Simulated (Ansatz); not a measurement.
Task: a test of scalar relativity of BrGaH, SMILES [GaH][Br], with Ansatz 0.2.0 through its Python package. Give the script and its output. Use (for the species named): PBE0, cc-pVTZ basis, multiplicity 2, D3BJ dispersion.

```xyz
3

Ga   -0.3750    0.1531   -0.1970
Br    1.5704    0.6162    0.9291
H    -1.2063   -0.8342   -0.7453
```

Script `run_x2c.py`:
```python
"""Scalar relativity in BrGaH."""

import ansatz as az
import numpy as np


def main() -> None:
    mol = (
        az.Crystal.molecule()
        .atom("Ga", (-0.375, 0.1531, -0.197))
        .atom("Br", (1.5704, 0.6162, 0.9291))
        .atom("H", (-1.2063, -0.8342, -0.7453))
    )

    calc = mol.calculation()
    calc = calc.functional("PBE0", dispersion="d3bj").spin("collinear", total=1)
    calc = calc.forces()
    # a set contracted for a scalar-relativistic Hamiltonian goes with the relativistic run
    sets = {"none": "cc-pVTZ", "scalar": "cc-pVTZ-DK"}
    found = {kind: calc.basis(gaussian=basis).pseudopotentials(relativity=kind).run(threads=1, pin="off").report for kind, basis in sets.items()}
    for kind, each in found.items():
        dipole = 4.803205 * np.linalg.norm(each["charge_distribution"]["dipole_moment_e_ang"])
        print(f"{kind:7s} E = {each['free_energy_ev']:.4f} eV  dipole {dipole:.3f} D  largest force component {np.abs(each['forces_ev_ang']).max():.4f} eV/A")
    print(f"relativity lowers the total energy by {found['none']['free_energy_ev'] - found['scalar']['free_energy_ev']:.3f} eV")


if __name__ == "__main__":
    main()
```

```console
$ python run_x2c.py
none    E = -122427.6176 eV  dipole 1.776 D  largest force component 3.6226 eV/A
scalar  E = -123817.4166 eV  dipole 1.813 D  largest force component 3.5053 eV/A
relativity lowers the total energy by 1389.799 eV
```

The total moves by -1389.8 eV, nearly all in the cores, and the dipole from 1.78 to 1.81 D.

Total energies depend on the basis set; only differences at equal settings carry meaning. The geometry is a force-field or estimated start, not a minimum of this method. The basis set changes with the Hamiltonian (a set recontracted for scalar relativity), and most of the change in the total lies in the cores. The run takes the species as open-shell (spin multiplicity 2), which needn't be its ground state. The whole script took 15 s on 1 thread of Arm Neoverse V1, with other jobs on the host, peak memory 0.31 GiB.
